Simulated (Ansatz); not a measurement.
Task: harmonic frequencies at the relaxed geometry of GaH2O2, SMILES [OH][Ga][OH], with the Ansatz DFT code, driven from Python. Give the script and its output. Settings (for the species named): PBE0, def2-SVP basis, multiplicity 2.

| atom | x (Å) | y (Å) | z (Å) |
| --- | --- | --- | --- |
| O | -0.1981 | -0.6034 | -1.5851 |
| Ga | -0.0923 | -0.8108 | 0.2901 |
| O | 0.5127 | 0.1744 | 1.5399 |
| H | -0.7913 | 0.1636 | -1.2978 |
| H | 0.6190 | 1.0025 | 1.0115 |

Script `freq_gah2o2.py`:
```python
"""Harmonic frequencies of GaH2O2 at its relaxed geometry."""

from dataclasses import dataclass

import ansatz
from ase import Atoms
import numpy as np


@dataclass
class Settings:
    basis: str = "def2-SVP"
    functional: str = "PBE0"


cfg = Settings()


def main() -> None:
    atoms = Atoms(["O", "Ga", "O", "H", "H"], positions=[
        (-0.1981, -0.6034, -1.5851),
        (-0.0923, -0.8108, 0.2901),
        (0.5127, 0.1744, 1.5399),
        (-0.7913, 0.1636, -1.2978),
        (0.619, 1.0025, 1.0115),
    ])
    molecule = ansatz.Crystal.molecule_from_ase(atoms)

    model = molecule.calculation().basis(gaussian=cfg.basis).functional(cfg.functional).spin("collinear", total=1)
    symbols = [site.symbol for site in molecule.cartesian_sites]
    start = np.array([site.position_ang for site in molecule.cartesian_sites], dtype=float)
    def progress(event):
        if event["event"] == "relax_step":
            row = event["data"]
            print(f"step {row['step']:3d}  E = {row['lagrangian_ev']:.6f} eV  max force {row['allowed_force_max_ev_ang']:.4f} eV/A")


    summary = model.relax(force_tolerance=0.003, max_steps=100).session().plan().execute(on_event=progress).report
    end = np.array(summary["positions_ang"])

    print("final positions (A) and the move of each atom")
    for symbol, xyz, old in zip(symbols, end, start):
        print(f"{symbol:2s} {xyz[0]:10.5f} {xyz[1]:10.5f} {xyz[2]:10.5f}   {np.linalg.norm(xyz - old):7.4f}")

    # frequencies need a stationary point, so they are taken at the relaxed geometry
    minimum = ansatz.Crystal.molecule()
    for symbol, place in zip(symbols, end):
        minimum = minimum.atom(symbol, place.tolist())
    vibrating = (
        minimum.calculation()
        .basis(gaussian=cfg.basis)  # atom-centred Gaussian functions
        .functional(cfg.functional)
        .spin("collinear", total=1)  # two spin channels
        .phonons(temperatures=(298.15, 498.15, 100))
    )
    vib = vibrating.run(threads=1, backend="cpu").report["vibrations"]
    sums = vib["harmonic_sums"]
    modes = [m["omega_inv_cm"] for m in sums["modes_at_gamma"] if m["rigid_motion"] == "no"]
    print("frequencies (1/cm):", " ".join(f"{w:.0f}" for w in modes))
    print("imaginary modes:", sum(w < 0 for w in modes), " zero-point energy:", round(sums["zero_point_energy_ev"], 4), "eV")
    print("T (K)   F_vib (eV)   S_vib (meV/K)   C_vib (meV/K)")
    for row in zip(sums["temperatures_k"], sums["vibrational_free_energy_ev"], vib["entropy_ev_per_k"], vib["heat_capacity_ev_per_k"]):
        print(f"{row[0]:6.1f} {row[1]:11.4f} {1000 * row[2]:13.4f} {1000 * row[3]:15.4f}")


if __name__ == "__main__":
    main()
```

```console
$ python freq_gah2o2.py
step   1  E = -56482.870101 eV  max force 3.6659 eV/A
step   2  E = -56483.392579 eV  max force 1.8973 eV/A
step   3  E = -56483.540425 eV  max force 2.3848 eV/A
step   4  E = -56483.651504 eV  max force 1.1802 eV/A
step   5  E = -56483.734880 eV  max force 0.4024 eV/A
step   6  E = -56483.802283 eV  max force 0.3715 eV/A
step   7  E = -56483.849586 eV  max force 0.1613 eV/A
step   8  E = -56483.858924 eV  max force 0.2882 eV/A
step   9  E = -56483.714569 eV  max force 2.1642 eV/A
step  10  E = -56483.869672 eV  max force 0.0401 eV/A
step  11  E = -56483.869782 eV  max force 0.0038 eV/A
step  12  E = -56483.869785 eV  max force 0.0007 eV/A
final positions (A) and the move of each atom
O    -0.37683    0.03165   -1.27609    0.7285
Ga   -0.29282   -0.76096    0.34189    0.2130
O     0.62059    0.14625    1.59057    0.1225
H    -0.87020   -0.46674   -1.93713    0.9013
H     0.96927    0.97610    1.23936    0.4187
frequencies (1/cm): 176 286 312 646 687 761 800 3862 3904
imaginary modes: 0  zero-point energy: 0.7087 eV
T (K)   F_vib (eV)   S_vib (meV/K)   C_vib (meV/K)
 298.1      0.6772        0.2762          0.3635
 398.1      0.6436        0.3929          0.4409
 498.1      0.5990        0.4973          0.4891
```

Reading the output:
- The settings weren't tested for convergence.
- The frequencies are harmonic and unscaled, in a modest basis. The result belongs to the one conformer reached from this start, and soft torsions count as harmonic oscillators.
- The species is open-shell (spin multiplicity 2).
- Finished in 92 s on 1 thread of Intel(R) Xeon(R) Platinum 8375C CPU @ 2.90GHz (Ice Lake) (shared host), peak memory 0.27 GiB.

(Lines on the test bed's own set-up are left out of the output.)
